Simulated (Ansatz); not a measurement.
# Te3W: the cost of one run

Method: DFT PBE, scalar-relativistic, plane waves, PAW, in Ansatz 0.2.0.

5 further runs of the same task are left out: 1 that didn't finish, 4 set aside as unsound or not needed.

## Step 1: Starting point

It takes space group Pm-3m (No. 221, cubic). The conventional cell has a = 5.369 Å, b = 5.369 Å, c = 5.369 Å, α = 90.00°, β = 90.00°, γ = 90.00°. Around Te (site symmetry 4/mmm) lie 2 W at 2.68 Å. W (site symmetry m-3m) has 6 Te at 2.68 Å as nearest neighbours.

Coordinates:

```cif
data_structure
_symmetry_space_group_name_H-M 'P 1'
_symmetry_Int_Tables_number 1
_cell_length_a 5.3694
_cell_length_b 5.3694
_cell_length_c 5.3694
_cell_angle_alpha 90.000
_cell_angle_beta 90.000
_cell_angle_gamma 90.000
_cell_volume 154.80
loop_
_atom_site_label
_atom_site_type_symbol
_atom_site_fract_x
_atom_site_fract_y
_atom_site_fract_z
_atom_site_occupancy
Te1 Te 0.00000 0.00000 0.50000 1
Te2 Te 0.00000 0.50000 0.00000 1
Te3 Te 0.50000 0.00000 0.00000 1
W1 W 0.00000 0.00000 0.00000 1
```

The cell was made up by rule, so the compound may not exist in this form.

It is the result of an earlier relaxation at this level (volume 38.70 Å³/atom; gap on the mesh: none (metal)).

It is a trial structure (swap of O by Te in WO3), so another structure or a mixture of phases may lie lower.

## Step 2: Relaxing at 2 GPa

At a set pressure the run lowers the enthalpy E + PV, so the energy alone may rise along the way.

Input file input.yaml:

```yaml
crystal:
  lattice:
    - [5.3693889911, 0.0, 0.0]
    - [0.0, 5.3693889911, 0.0]
    - [0.0, 0.0, 5.3693889911]
  atoms:
    - { symbol: Te, position: [0.0, 0.0, 0.5] }
    - { symbol: Te, position: [0.0, 0.5, 0.0] }
    - { symbol: Te, position: [0.5, 0.0, 0.0] }
    - { symbol: W, position: [0.0, 0.0, 0.0] }
basis:
  ecutwfc: 420
kpoints:
  mp_grid: { grid: [8, 8, 8] }
hamiltonian:
  xc: pbe
scf:
  occupations: { method: fermi_dirac, width: 0.15 }
output:
  forces: true
  stress: true
  eigenvalues: true
  write_density: true
  write_potential: true
  elf: true
  volumetric_format: npy
relax:
  adjacent_minimum: "off"
  f_tol: 0.001
  max_steps: 60
  cell: { stress_tol: 0.02, p_target: 2.0 }
```

Command:

```sh
> ansatz run input.yaml --threads 2 --pin off --max-ram 7168MiB --backend cpu --events-out ev --progress --plain --runs-dir out
```

Q: Estimate wall time and peak memory on 2 threads of Intel Xeon Platinum 8259CL at 2.50GHz (Skylake/Cascade Lake), shared host.

About 34 s, with a peak of 0.58 GiB.
